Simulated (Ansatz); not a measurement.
# ClFH4HfO2Si: the cost of one run

Program: Ansatz 0.2.0. Level of theory: RKS PBE/def2-SVP. These are calculated values, not measurements.

**1. The system as given**

Bond lengths: Hf1–F2 1.980 Å, Hf1–O3 2.070 Å, O3–H4 1.010 Å, Hf1–O5 2.069 Å, Hf1–Si6 3.330 Å, O5–Si6 1.680 Å, Si6–H7 1.460 Å, Si6–H8 1.460 Å, Si6–H9 1.460 Å, Hf1–Cl10 2.518 Å. Angles (14 of 22 angles, heavy atoms first): F2–Hf1–O3 109.4°, F2–Hf1–O5 109.5°, F2–Hf1–Si6 110.6°, F2–Hf1–Cl10 109.5°, O3–Hf1–O5 109.5°, O3–Hf1–Si6 127.9°, O3–Hf1–Cl10 109.5°, O5–Hf1–Si6 24.4°, O5–Hf1–Cl10 109.5°, Si6–Hf1–Cl10 86.8°, Hf1–O5–Si6 125.0°, Hf1–Si6–O5 30.6°, Hf1–O3–H4 109.5°, Hf1–Si6–H7 85.8°.

Coordinates:

```xyz
10

Hf    0.0000    0.0000    0.0000
F     0.0000    0.0000    1.9800
O     1.9520    0.0000   -0.6893
H     2.2684   -0.9521   -0.8060
O    -0.9750    1.6891   -0.6893
Si   -2.5839    1.7445   -1.1695
H    -3.3961    0.9604   -0.2437
H    -3.0456    3.1296   -1.1677
H    -2.7103    1.1918   -2.5149
Cl   -1.1869   -2.0563   -0.8392
```

**2. Relaxing the start**

Contents of input.yaml:

```yaml
crystal:
  periodic: [false, false, false]
  atoms:
    - { symbol: Hf, position_ang: [0.0, 0.0, 0.0] }
    - { symbol: F, position_ang: [0.0, 0.0, 1.98] }
    - { symbol: O, position_ang: [1.952, 0.0, -0.6893] }
    - { symbol: H, position_ang: [2.2684, -0.9521, -0.806] }
    - { symbol: O, position_ang: [-0.975, 1.6891, -0.6893] }
    - { symbol: Si, position_ang: [-2.5839, 1.7445, -1.1695] }
    - { symbol: H, position_ang: [-3.3961, 0.9604, -0.2437] }
    - { symbol: H, position_ang: [-3.0456, 3.1296, -1.1677] }
    - { symbol: H, position_ang: [-2.7103, 1.1918, -2.5149] }
    - { symbol: Cl, position_ang: [-1.1869, -2.0563, -0.8392] }
basis:
  gaussian: { orbitals: def2-SVP }
hamiltonian:
  xc: pbe
relax:
  f_tol: 0.02
  max_steps: 40
```

On the command line:

```bash
$ ansatz run input.yaml --threads 4 --pin off --max-ram 5120MiB --backend cpu --events-out ev --progress --plain --runs-dir out
```

What time and memory should one allow on 4 threads of Intel Xeon Platinum 8259CL at 2.50GHz (Skylake/Cascade Lake), shared host?

About 31 s, with a peak of 0.21 GiB.
